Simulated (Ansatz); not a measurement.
Run this with Ansatz's Python interface and show what comes out.

Script `edit.py`:
```python
import warnings

import ansatz as az
import numpy as np


def main() -> None:
    warnings.simplefilter('ignore', az.DeckWarning)

    vectors = np.array([
        [3.086, 0.0, 0.0],
        [-1.543, 2.672554, 0.0],
        [0.0, 0.0, 3.306],
    ])
    structure = (
        az.Lattice.of(vectors)
        .atom('Nb', [0.0, 0.0, 0.0])
        .atom('B', [1 / 3, 2 / 3, 0.5])
        .atom('B', [2 / 3, 1 / 3, 0.5])
    )

    setup = (
        structure.calculation()
        .occupations('fermi_dirac', width=0.02)
        .pseudopotentials('nc')
        .accuracy('medium')
        .functional('pbesol')
        .kpoints(5, 5, 4, center='gamma')
        .band_table()
    )
    typed = setup.input()
    rows = []
    for value in [0.1, 0.3, 0.6]:
        edited = typed.set(az.key.scf.mixing.beta, value)
        data = az.Session.from_dict(edited).plan().execute().report
        rows.append((value, data['free_energy_ev'], data['n_iterations'], len(data['eigenvalues_ev'][0]) if 'eigenvalues_ev' in data else 0))
    for row in rows:
        print('; '.join(f'{name} = {round(v, 4) if isinstance(v, float) else v}' for name, v in zip(['beta', 'F eV', 'iterations', 'bands listed'], row)))


if __name__ == '__main__':
    main()
```

Running `python edit.py` prints:
```text
beta = 0.1; F eV = -1856.1685; iterations = 8; bands listed = 14
beta = 0.3; F eV = -1856.1685; iterations = 9; bands listed = 14
beta = 0.6; F eV = -1856.1685; iterations = 9; bands listed = 14
```

Reading the output:
- These settings explore the input space; cutoff and mesh may be short of convergence.
- The run is spin-unpolarised.
- For a metal this mesh is far too coarse, so the numbers only illustrate the procedure.
- Of the deposited cell: the entry's cell lengths or inner coordinates differ somewhat from later room-temperature determinations.
- The starting cell is as deposited in a crystallographic database; the results hold for this polymorph, which needn't be the stable one.
- Wall time of the script: 3.7 s on 1 thread of Arm Neoverse V2 (shared host), peak memory 0.33 GiB.

(Lines on the test bed's own set-up are left out of the output.)
